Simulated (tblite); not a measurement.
# C5H15P2: the cost of one run

Computed with tblite 0.8.0 and PySCF 2.14.0, with density-fitted response routines of our own, on a single molecule, in the gas phase or a continuum. Atoms count from 0, in the outputs and in this text.

### 1 The starting structure

22 atoms, charge 1, multiplicity 1; geometry from: force field or distance geometry start.

Bonds of the start (Å): C0–P1 1.80, P1–P2 2.18, P1–C3 1.84, C3–C4 1.55, C3–C5 1.55, C3–C6 1.54, C0–H7 1.09, C0–H8 1.10, C0–H9 1.09, P1–H10 1.40, P2–H11 1.42, P2–H12 1.40, C4–H13 1.09, C4–H14 1.08, C4–H15 1.10, C5–H16 1.09, C5–H17 1.10, C5–H18 1.10, C6–H19 1.10, C6–H20 1.10, C6–H21 1.09.

### 2 Relaxing the molecule with GFN2-xTB

Job settings and geometry (Å):

```
{"job": {"kind": "relax", "xc": "GFN2-xTB", "basis": "xTB"}, "charge": 1, "multiplicity": 1}
C      1.020600    -1.936400    -0.799800
P      0.755500    -0.161300    -0.989100
P      2.612600     0.730500    -0.289500
C     -0.607900     0.284400     0.164900
C     -0.337800    -0.145600     1.631100
C     -1.908400    -0.402200    -0.309100
C     -0.830600     1.803000     0.125000
H      1.835700    -2.254100    -1.445000
H      0.119800    -2.485800    -1.094000
H      1.261500    -2.208300     0.232600
H      0.479400     0.214800    -2.310100
H      2.340300     2.062500    -0.692700
H      3.409300     0.417600    -1.397600
H     -1.158400     0.146900     2.279700
H     -0.218800    -1.219400     1.709300
H      0.572800     0.320300     2.023600
H     -2.107400    -0.144100    -1.348900
H     -1.827000    -1.497000    -0.245400
H     -2.766200    -0.091700     0.301700
H      0.044000     2.343300     0.518200
H     -1.701800     2.103400     0.733000
H     -0.998000     2.138600    -0.899400
```

On the command line:

```
> OMP_NUM_THREADS=1 python probes_run.py task.json out
```

The driver reads the jobs from task.json and runs them one after another.

**Question.** How long does this first job take on 1 thread of Arm Neoverse N1, shared host, and how much memory does it need?

About 1.2 s, with a peak of 0.18 GiB.
